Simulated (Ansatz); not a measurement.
Geometry optimisation, DFT PBE, scalar-relativistic, plane waves, PAW (Ansatz).

Input:

```yaml
crystal:
  lattice:
    - [10.86, 0.0, 0.0]
    - [0.0, 10.86, 0.0]
    - [0.0, 0.0, 10.86]
  atoms:
    - { symbol: Si, position: [0.5013624, 0.0003237, 0.0005933] }
    - { symbol: Si, position: [0.6268159, 0.1282113, 0.1329734] }
    - { symbol: Al, position: [0.7483351, 0.2534501, 0.0032406], spin: 1.0 }
    - { symbol: Si, position: [0.8756677, 0.3753436, 0.1225342] }
    - { symbol: Si, position: [0.7501084, -0.003272, 0.2489345] }
    - { symbol: Si, position: [0.8783864, 0.1281379, 0.3710541] }
    - { symbol: Si, position: [-0.0024007, -0.0005558, 0.0053868] }
    - { symbol: Si, position: [0.1248168, 0.1247974, 0.1236253] }
    - { symbol: Si, position: [0.2469335, 0.2504151, -0.0013427] }
    - { symbol: Si, position: [0.3777976, 0.3736311, 0.124324] }
    - { symbol: Si, position: [0.5060644, 0.4995377, 0.0022305] }
    - { symbol: Si, position: [0.629315, 0.6237048, 0.1219121] }
    - { symbol: Si, position: [0.7506487, 0.7514326, 0.0021219] }
    - { symbol: Si, position: [0.8750314, 0.8767311, 0.126792] }
    - { symbol: Si, position: [0.2480401, -0.00029, 0.2524398] }
    - { symbol: Si, position: [0.3709023, 0.120458, 0.3754873] }
    - { symbol: Si, position: [0.4961456, 0.2534035, 0.2462978] }
    - { symbol: Si, position: [0.6209585, 0.3786029, 0.3773084] }
    - { symbol: Si, position: [0.7477661, 0.4982574, 0.2479782] }
    - { symbol: Si, position: [0.8780499, 0.6218139, 0.3743586] }
    - { symbol: Si, position: [0.4930221, -0.0011529, 0.5008737] }
    - { symbol: Si, position: [0.6245259, 0.1186863, 0.6257582] }
    - { symbol: Si, position: [0.7523591, 0.248982, 0.5063134] }
    - { symbol: Si, position: [0.8736377, 0.3734648, 0.6264841] }
    - { symbol: Si, position: [0.7494428, -0.0031078, 0.7491711] }
    - { symbol: Si, position: [-0.0023273, 0.5023759, 0.0023506] }
    - { symbol: Si, position: [0.1247217, 0.6247877, 0.1224084] }
    - { symbol: Si, position: [0.2510931, 0.7515822, -0.0005173] }
    - { symbol: Si, position: [0.3710715, 0.8743797, 0.1286788] }
    - { symbol: Si, position: [0.0020596, 0.2498251, 0.2481747] }
    - { symbol: Si, position: [0.1225556, 0.3760152, 0.3709186] }
    - { symbol: Si, position: [0.2577084, 0.5040069, 0.2526539] }
    - { symbol: Si, position: [0.3728214, 0.6264722, 0.3739548] }
    - { symbol: Si, position: [0.5011407, 0.7543641, 0.2509749] }
    - { symbol: Si, position: [0.6247928, 0.8750794, 0.3788112] }
    - { symbol: Si, position: [-0.0032669, -0.0012657, 0.5012954] }
    - { symbol: Si, position: [0.1306274, 0.1269124, 0.6234791] }
    - { symbol: Si, position: [0.2481423, 0.2522704, 0.5014601] }
    - { symbol: Si, position: [0.3731771, 0.3794921, 0.6232915] }
    - { symbol: Si, position: [0.4968289, 0.4986829, 0.5008223] }
    - { symbol: Si, position: [0.626636, 0.6235609, 0.6193366] }
    - { symbol: Si, position: [0.7464147, 0.7492069, 0.5047571] }
    - { symbol: Si, position: [0.8740278, 0.8730746, 0.6245902] }
    - { symbol: Si, position: [0.2495519, 0.0048431, 0.7533652] }
    - { symbol: Si, position: [0.3737784, 0.1271176, 0.8774142] }
    - { symbol: Si, position: [0.5031501, 0.2507324, 0.7537116] }
    - { symbol: Si, position: [0.6271471, 0.3776601, 0.8743457] }
    - { symbol: Si, position: [0.7539482, 0.5007333, 0.7473148] }
    - { symbol: Si, position: [0.8730262, 0.6229376, 0.8775011] }
    - { symbol: Si, position: [0.0022299, 0.7524636, 0.2535962] }
    - { symbol: Si, position: [0.1235696, 0.877016, 0.3774639] }
    - { symbol: Si, position: [0.002516, 0.5019117, 0.4964375] }
    - { symbol: Si, position: [0.1249204, 0.6246751, 0.6230356] }
    - { symbol: Si, position: [0.2475144, 0.7517154, 0.5030217] }
    - { symbol: Si, position: [0.3748908, 0.8768019, 0.6268872] }
    - { symbol: Si, position: [-0.0006412, 0.2507497, 0.7495288] }
    - { symbol: Si, position: [0.1303671, 0.3744616, 0.8712909] }
    - { symbol: Si, position: [0.2485177, 0.4970986, 0.7515285] }
    - { symbol: Si, position: [0.3812273, 0.6250445, 0.873545] }
    - { symbol: Si, position: [0.5030979, 0.7502928, 0.7570228] }
    - { symbol: Si, position: [0.6287563, 0.8756323, 0.878319] }
    - { symbol: Si, position: [-0.0051973, 0.7481559, 0.7500829] }
    - { symbol: Si, position: [0.1297477, 0.8714233, 0.8711773] }
magnetization:
  spin_polarized: true
basis:
  ecutwfc: 420.0
kpoints:
  mp_grid: { grid: [1, 1, 1] }
hamiltonian:
  xc: pbe
  pseudopotentials: { kind: paw, azcp: { folder: soft_1 } }
scf:
  occupations: { method: gaussian, width: 0.02 }
  lower_state_search: "off"
relax:
  f_tol: 0.03
  max_steps: 60
  adjacent_minimum: "off"
```

Run as:

```bash
$ ansatz run input.yaml --threads 4 --pin off --max-ram 10240MiB --backend cpu --events-out ev --progress --plain --runs-dir out
```

Q: Where does it end, and by what steps?

A: The forces met the threshold. The force dipped under the threshold on the way, but the program's further checks kept it going. Limits of this set-up: coarse k mesh, a typed lattice constant that wasn't relaxed here. After 12 steps the energy has fallen by 1.660 eV; Al3 moved furthest, 1.21 Å. Joined: Al3–Si25 (3.92 → 2.76 Å), Al3–Si56 (3.88 → 2.76 Å).

```csv
step,energy less start (eV),largest force component (eV/Å),accepted
0,0.0000,1.426,yes
1,-1.3087,0.322,yes
2,-1.4425,0.195,yes
3,-1.5272,0.113,yes
4,-1.5785,0.138,yes
5,-1.6249,0.091,yes
6,-1.6530,0.066,yes
7,-1.6468,0.167,no
8,-1.6586,0.044,yes
9,-1.6573,0.047,no
10,-1.6597,0.013,yes
11,-1.6601,0.006,yes
12,-1.6601,0.002,yes
```

```xyz
63
Lattice="10.8600 0.0000 0.0000 0.0000 10.8600 0.0000 0.0000 0.0000 10.8600" Properties=species:S:1:pos:R:3
Si 5.414 -0.003 0.018
Si 6.921 1.346 1.219
Al 8.815 2.050 -0.663
Si 9.520 3.941 1.218
Si 8.129 0.000 2.735
Si 9.489 1.376 4.084
Si -0.135 0.141 0.039
Si 1.343 1.377 1.385
Si 2.710 2.730 0.018
Si 4.105 4.067 1.357
Si 5.502 5.363 -0.025
Si 6.799 6.760 1.356
Si 8.136 8.156 0.017
Si 9.488 9.522 1.385
Si 2.700 -0.005 2.747
Si 4.073 1.383 4.061
Si 5.517 2.681 2.640
Si 6.806 4.058 4.046
Si 8.184 5.347 2.638
Si 9.480 6.790 4.061
Si 5.405 0.000 5.437
Si 6.763 1.364 6.799
Si 8.140 2.724 5.453
Si 9.500 4.100 6.801
Si 8.109 0.159 8.319
Si 0.008 5.451 0.019
Si 1.358 6.806 1.393
Si 2.697 8.170 0.024
Si 4.061 9.507 1.394
Si 0.006 2.736 2.737
Si 1.364 4.100 4.099
Si 2.738 5.424 2.720
Si 4.062 6.802 4.083
Si 5.441 8.125 2.720
Si 6.765 9.500 4.098
Si -0.037 0.042 5.490
Si 1.253 1.420 6.897
Si 2.696 2.717 5.475
Si 4.069 4.106 6.790
Si 5.441 5.424 5.404
Si 6.760 6.796 6.789
Si 8.149 8.171 5.475
Si 9.445 9.614 6.898
Si 2.664 0.034 8.179
Si 4.059 1.371 9.519
Si 5.426 2.723 8.152
Si 6.904 3.959 9.497
Si 8.141 5.438 8.152
Si 9.494 6.805 9.519
Si 0.009 8.164 2.747
Si 1.328 9.536 4.132
Si 0.004 5.460 5.438
Si 1.328 6.835 6.816
Si 2.707 8.158 5.454
Si 4.031 9.536 6.817
Si -0.152 2.754 8.317
Si 1.355 4.103 9.518
Si 2.708 5.453 8.143
Si 4.072 6.791 9.513
Si 5.411 8.154 8.143
Si 6.761 9.509 9.517
Si -0.030 8.201 8.180
Si 1.267 9.597 9.561
```

Whether the end is a true minimum wasn't checked by a vibrational analysis.

The run took 2.2 min on 4 threads of Intel(R) Xeon(R) Platinum 8259CL CPU @ 2.50GHz (Skylake/Cascade Lake), on a shared host, peak memory 1.7 GiB.
